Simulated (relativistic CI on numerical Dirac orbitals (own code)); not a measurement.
# Si⁺: one ion under different settings

Aim: see what numerical and physical settings do to the SCF, the total energy and the lowest levels of Si⁺.

The numbers are computed with relativistic CI on numerical Dirac orbitals (own code) version 3 (Dirac-Coulomb-Breit CI, KLI orbitals optimised for each configuration, model QED (radiative potential, 1s self-energy scaled to tabulated hydrogen-like ionisation energies), numerical settings as typed), except any that are marked as measured or tabulated.

### Step 1. The atom as given

| Item | Value |
| --- | --- |
| ion | Si⁺ (Si II) |
| nuclear charge | 14 |
| electrons | 13 |
| isotope | A = 28 |

### Step 2. Usual settings

Settings, as recorded:

```ini
atom Si  Z=14  charge=1  electrons=13
nucleus A=28  rms_radius_fm=3.1224
hamiltonian dirac-coulomb  breit=on  qed=on  c_scale=1
orbitals kli  potential=per-configuration
slater_scale 1
correlation none
mixing on
grid step=0.0125 r_max=51.4
scf mixing=0.4 start=green max_iterations=150 tolerance=2e-08 node_fill=0.05
configurations
  [Ne] 3s2 3p
  [Ne] 3s 3p2
  [Ne] 3s2 3d
end
```

The run is started by

```console
$ python run_levels.py task.json out
```

One command runs all members of the session, one after another, from task.json.

### Step 3. Speed-of-light factor 0.8, nuclear radius 2.8102, potential mixing 0.05

Settings, as recorded:

```ini
atom Si  Z=14  charge=1  electrons=13
nucleus A=28  rms_radius_fm=2.8102
hamiltonian dirac-coulomb  breit=on  qed=on  c_scale=0.8
orbitals kli  potential=per-configuration
slater_scale 1
correlation none
mixing on
grid step=0.0125 r_max=51.4
scf mixing=0.05 start=green max_iterations=150 tolerance=2e-08 node_fill=0.05
configurations
  [Ne] 3s2 3p
  [Ne] 3s 3p2
  [Ne] 3s2 3d
end
```

### Step 4. End of the grid 154.2

Settings, as recorded:

```ini
atom Si  Z=14  charge=1  electrons=13
nucleus A=28  rms_radius_fm=3.1224
hamiltonian dirac-coulomb  breit=on  qed=on  c_scale=1
orbitals kli  potential=per-configuration
slater_scale 1
correlation none
mixing on
grid step=0.0125 r_max=154.2
scf mixing=0.4 start=green max_iterations=150 tolerance=2e-08 node_fill=0.05
configurations
  [Ne] 3s2 3p
  [Ne] 3s 3p2
  [Ne] 3s2 3d
end
```

### Step 5. Start potential thomas-fermi, tolerance 1e-10

The settings differ from step 4 so:

```diff
@@ -7,4 +7,4 @@
 mixing on
-grid step=0.0125 r_max=154.2
-scf mixing=0.4 start=green max_iterations=150 tolerance=2e-08 node_fill=0.05
+grid step=0.0125 r_max=51.4
+scf mixing=0.4 start=thomas-fermi max_iterations=150 tolerance=1e-10 node_fill=0.05
 configurations
```

### Step 6. Nuclear radius 4.0591, grid step 0.006

Settings, as recorded:

```ini
atom Si  Z=14  charge=1  electrons=13
nucleus A=28  rms_radius_fm=4.0591
hamiltonian dirac-coulomb  breit=on  qed=on  c_scale=1
orbitals kli  potential=per-configuration
slater_scale 1
correlation none
mixing on
grid step=0.006 r_max=51.4
scf mixing=0.4 start=green max_iterations=150 tolerance=2e-08 node_fill=0.05
configurations
  [Ne] 3s2 3p
  [Ne] 3s 3p2
  [Ne] 3s2 3d
end
```

### Step 7. Node fill 50

Settings, as recorded:

```ini
atom Si  Z=14  charge=1  electrons=13
nucleus A=28  rms_radius_fm=3.1224
hamiltonian dirac-coulomb  breit=on  qed=on  c_scale=1
orbitals kli  potential=per-configuration
slater_scale 1
correlation none
mixing on
grid step=0.0125 r_max=51.4
scf mixing=0.4 start=green max_iterations=64 tolerance=2e-08 node_fill=50
configurations
  [Ne] 3s2 3p
  [Ne] 3s 3p2
  [Ne] 3s2 3d
end
```

(Steps that only read results are left out.)

Before running it: what results should come out? Wanted: lowest level, usual settings; total energy; first excitation.

As calculated:

| setting | total energy less usual (Ha) | largest shift of a level among the lowest eight of both runs, same label and place (cm⁻¹) | SCF iterations | time | lowest level | kind of change |
| --- | --- | --- | --- | --- | --- | --- |
| usual | 0 | 0 | 31 | 0.092 s | 3p 2P°1/2 | - |
| speed-of-light factor 0.8, nuclear radius 2.8102, potential mixing 0.05 | -0.324 | 433 | 39 | 0.1 s | 3p 2P°1/2 | unphysical constant |
| end of the grid 154.2 | 0 | 0 | 31 | 0.1 s | 3p 2P°1/2 | numerical |
| start potential thomas-fermi, tolerance 1e-10 | 0 | 0 | 37 | 0.099 s | 3p 2P°1/2 | numerical |
| nuclear radius 4.0591, grid step 0.006 | 9.38e-05 | 0.0669 | 31 | 0.19 s | 3p 2P°1/2 | unphysical constant |
| node fill 50 | 0.229 | 10200 | 37 | 0.1 s | 3p 2P°1/2 | unsound |

```
                    quantity         value
lowest level, usual settings     3p 2P°1/2
                total energy  -289.1059 Ha
            first excitation    288.6 cm⁻¹
```

What this shows: Among the runs whose levels can be followed, they move most under «node fill 50» (unsound), by up to 10200 cm⁻¹. No visible change in the result comes from «end of the grid 154.2» or «start potential thomas-fermi, tolerance 1e-10». Only the listed configurations are in the model. In a near-neutral ion this small CI can misplace whole configurations by 10,000 cm⁻¹ or more.
